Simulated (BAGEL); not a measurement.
# HF/6-31G(d) (density fitting with qzvpp-jkfit, spherical functions) run of [SiCl3]+ (SMILES Cl[Si+](Cl)Cl)

Aim: the vertical singlet–triplet gap of [SiCl3]+ at HF/6-31G* (density fitting with qzvpp-jkfit, spherical functions), from 2 runs. 

The results are computed with BAGEL 1.2.2.

2 further runs of the same task are left out: 1 that didn't finish, 1 set aside as unsound or not needed.

### Step 1. The structure to begin with

[SiCl3]+: 4 atoms, total charge +1, spin state singlet. As SMILES, `Cl[Si+](Cl)Cl`. The coordinates come from a PBE0-D4/def2-TZVP relaxation.

Bond lengths: Cl1–Si2 1.947 Å, Si2–Cl3 1.947 Å, Si2–Cl4 1.947 Å. Angles: Cl1–Si2–Cl3 120.0°, Cl1–Si2–Cl4 120.0°, Cl3–Si2–Cl4 120.0°.

### Step 2. The energy at HF/6-31G(d) (density fitting with qzvpp-jkfit, spherical functions)

Input file hf.json:

```json
{ "bagel" : [

{
  "title" : "molecule",
  "basis" : "6-31gs.json",
  "df_basis" : "qzvpp-jkfit",
  "angstrom" : "true",
  "geometry" : [
    { "atom" : "Cl", "xyz" : [   -1.556000,   -0.622300,    0.990900 ] },
    { "atom" : "Si", "xyz" : [    0.000000,   -0.000100,   -0.000100 ] },
    { "atom" : "Cl", "xyz" : [    1.772000,   -0.669600,    0.449500 ] },
    { "atom" : "Cl", "xyz" : [   -0.216000,    1.292000,   -1.440300 ] }
  ]
},
{
  "title" : "hf",
  "charge" : 1
},
{
  "title" : "print",
  "file" : "orbitals.molden",
  "orbitals" : "true"
}

]}
```

The basis set 6-31G* is read from a file made from the Basis Set Exchange's data (not shown).

Run with:

```
$ BAGEL_NUM_THREADS=1 BAGEL hf.json > hf.out
```

Standard output:

```text
* using 1 threads per process

  ===============================================================
  ===============================================================

  *** Geometry ***

  { "atom" : "Cl", "xyz" : [     -2.940414,     -1.175977,      1.872530 ] },
  { "atom" : "Si", "xyz" : [      0.000000,     -0.000189,     -0.000189 ] },
  { "atom" : "Cl", "xyz" : [      3.348595,     -1.265361,      0.849432 ] },
  { "atom" : "Cl", "xyz" : [     -0.408181,      2.441526,     -2.721773 ] },

  Number of auxiliary basis functions:      512

  Since a DF basis is specified, we compute 2- and 3-index integrals:
    o Being stored without compression. Storage requirement is 0.021 GB

  Number of basis functions:       72
  Number of electrons      :       65

    * METHOD: MOLECULE                             0.37

  *** RHF ***

  === Nuclear Repulsion ===
   330.1271509275

      * DIIS with orbital gradients will be used.

  === RHF iteration (6-31gs.json) ===
      0      -1667.04550760          0.01421358           0.09
      1      -1667.13807362          0.00844263           0.08
      2      -1667.17468607          0.00070768           0.09
      3      -1667.17527014          0.00015106           0.09
      4      -1667.17528676          0.00002876           0.09
      5      -1667.17528779          0.00000962           0.09
      6      -1667.17528790          0.00000178           0.10
      7      -1667.17528790          0.00000025           0.10
      8      -1667.17528790          0.00000008           0.10
      9      -1667.17528790          0.00000002           0.10
     10      -1667.17528790          0.00000000           0.10
    * SCF iteration converged.

    * Permanent dipole moment:
           (   -0.000016,     0.000234,     0.000247) a.u.

    * METHOD: HF                                   1.20

    * METHOD: PRINT                                0.01

  ===============================================================
```

Run time: 1.8 s. Hardware: 1 thread of Intel Xeon Platinum 8375C at 2.90GHz (Ice Lake), shared host; peak memory 0.11 GiB.

### Step 3. The triplet

Input file job.json:

```json
{ "bagel" : [

{
  "title" : "molecule",
  "basis" : "6-31gs.json",
  "df_basis" : "qzvpp-jkfit",
  "angstrom" : "true",
  "geometry" : [
    { "atom" : "Cl", "xyz" : [      -1.556000,      -0.622300,       0.990900 ] },
    { "atom" : "Si", "xyz" : [       0.000000,      -0.000100,      -0.000100 ] },
    { "atom" : "Cl", "xyz" : [       1.772000,      -0.669600,       0.449500 ] },
    { "atom" : "Cl", "xyz" : [      -0.216000,       1.292000,      -1.440300 ] }
  ]
},

{ "title" : "uhf", "charge" : 1, "nopen" : 2 },

{ "title" : "print", "file" : "orbitals.molden", "orbitals" : "true" }

]}
```

The basis set 6-31G* is read from a file made from the Basis Set Exchange's data (not shown).

Run with:

```
$ BAGEL_NUM_THREADS=1 BAGEL job.json > job.out
```

Standard output:

```text
* using 1 threads per process

  ===============================================================
  ===============================================================

  *** Geometry ***

  { "atom" : "Cl", "xyz" : [     -2.940414,     -1.175977,      1.872530 ] },
  { "atom" : "Si", "xyz" : [      0.000000,     -0.000189,     -0.000189 ] },
  { "atom" : "Cl", "xyz" : [      3.348595,     -1.265361,      0.849432 ] },
  { "atom" : "Cl", "xyz" : [     -0.408181,      2.441526,     -2.721773 ] },

  Number of auxiliary basis functions:      512

  Since a DF basis is specified, we compute 2- and 3-index integrals:
    o Being stored without compression. Storage requirement is 0.021 GB

  Number of basis functions:       72
  Number of electrons      :       65

    * METHOD: MOLECULE                             0.33

  *** Open-shell HF ***

  === Nuclear Repulsion ===
   330.1271509275

      * DIIS with orbital gradients will be used.

  === UHF iteration (6-31gs.json) ===
      0      -1666.81888660          0.02062988           0.20
      1      -1666.88774237          0.01128756           0.19
      2      -1666.90313759          0.00586888           0.20
      3      -1666.90794176          0.00043334           0.20
      4      -1666.90836103          0.00006523           0.20
      5      -1666.90838469          0.00002771           0.20
      6      -1666.90838981          0.00002421           0.20
      7      -1666.90839065          0.00002713           0.19
      8      -1666.90838744          0.00001155           0.19
      9      -1666.90838757          0.00000437           0.17
     10      -1666.90838768          0.00000167           0.16
     11      -1666.90838769          0.00000058           0.19
     12      -1666.90838770          0.00000040           0.20
     13      -1666.90838770          0.00000049           0.20
     14      -1666.90838770          0.00000037           0.21
     15      -1666.90838770          0.00000024           0.20
     16      -1666.90838770          0.00000027           0.19
     17      -1666.90838770          0.00000021           0.19
     18      -1666.90838769          0.00000010           0.20
     19      -1666.90838769          0.00000006           0.20
     20      -1666.90838769          0.00000004           0.20
     21      -1666.90838770          0.00000003           0.20
     22      -1666.90838769          0.00000003           0.20
     23      -1666.90838769          0.00000003           0.20
     24      -1666.90838769          0.00000003           0.20
     25      -1666.90838770          0.00000003           0.20
     26      -1666.90838769          0.00000003           0.20
     27      -1666.90838770          0.00000002           0.20
     28      -1666.90838769          0.00000002           0.18
     29      -1666.90838769          0.00000001           0.17
    * SCF iteration converged.

    * S^2 (UHF) is 2.0443

    * Permanent dipole moment:
           (    0.000107,     0.000741,     0.000653) a.u.

    * METHOD: UHF                                  6.04

    * METHOD: PRINT                                0.01

  ===============================================================
```

Run time: 6.6 s. Hardware: 1 thread of Intel Xeon Platinum 8375C at 2.90GHz (Ice Lake), shared host; peak memory 0.12 GiB.

### Step 4. Outcome

Level: HF/6-31G* (density fitting with qzvpp-jkfit, spherical functions).

```
                                        quantity           value
                           singlet: total energy  -1667.17529 Eh
                            singlet: HOMO energy       -18.93 eV
                            singlet: LUMO energy        -5.22 eV
                          singlet: HOMO–LUMO gap        13.71 eV
                           triplet: total energy  -1666.90839 Eh
                                   triplet: ⟨S²⟩           2.044
vertical energy of the triplet above the singlet        7.263 eV
```

**Reading.** At this shape the triplet lies 7.26 eV (167 kcal/mol) above the singlet.
